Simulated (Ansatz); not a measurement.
# Pd: the cost of one run

Computed with Ansatz 0.2.0 (DFT PBEsol, scalar-relativistic, plane waves, PAW, unless a step's input says otherwise).

1 further run of the same task is left out (set aside as unsound or not needed).

## (1) The system as given

It takes space group Fm-3m (No. 225, cubic). The conventional cell has a = 3.875 Å, b = 3.875 Å, c = 3.875 Å, α = 90.00°, β = 90.00°, γ = 90.00°. Pd (site symmetry m-3m) has 12 Pd at 2.74 Å as nearest neighbours.

Structure file:

```
CELL_PARAMETERS angstrom
0.00000 1.93749 1.93749
1.93749 0.00000 1.93749
1.93749 1.93749 0.00000
ATOMIC_POSITIONS crystal
Pd 0.00000 0.00000 0.00000
```

This cell was relaxed beforehand with the same method: volume 14.55 Å³/atom, gap on the mesh none (metal).

## (2) Bands, states and charges

input.yaml reads:

```yaml
crystal:
  lattice:
    - [0.0, 1.9374878876, 1.9374878876]
    - [1.9374878876, 0.0, 1.9374878876]
    - [1.9374878876, 1.9374878876, 0.0]
  atoms:
    - { symbol: Pd, position: [0.0, 0.0, 0.0] }
basis:
  ecutwfc: 420
kpoints:
  mp_grid: { grid: [18, 18, 18] }
  band_path:
    path:
      - [[0.0, 0.0, 0.0], [0.5, 0.0, 0.5], [0.625, 0.25, 0.625]]
      - [[0.375, 0.375, 0.75], [0.0, 0.0, 0.0], [0.5, 0.5, 0.5], [0.5, 0.25, 0.75], [0.5, 0.0, 0.5]]
    npoints: 14
hamiltonian:
  xc: pbesol
scf:
  occupations: { method: gaussian, width: 0.1 }
  n_extra_bands: 6
output:
  forces: true
  stress: true
  eigenvalues: true
  populations: true
  dos: { projected: true, de: 0.02, nscf_kmesh: { grid: [27, 27, 27] } }
  bader: true
  write_density: true
  write_potential: true
  elf: true
  volumetric_format: npy
```

On the command line:

```bash
$ ansatz run input.yaml --threads 1 --pin off --max-ram 2560MiB --backend cpu --events-out ev --progress --plain --runs-dir out
```

Q: Estimate wall time and peak memory on 1 thread of Intel Xeon Platinum 8375C at 2.90GHz (Ice Lake), shared host.

About 9.1 s, with a peak of 0.38 GiB.
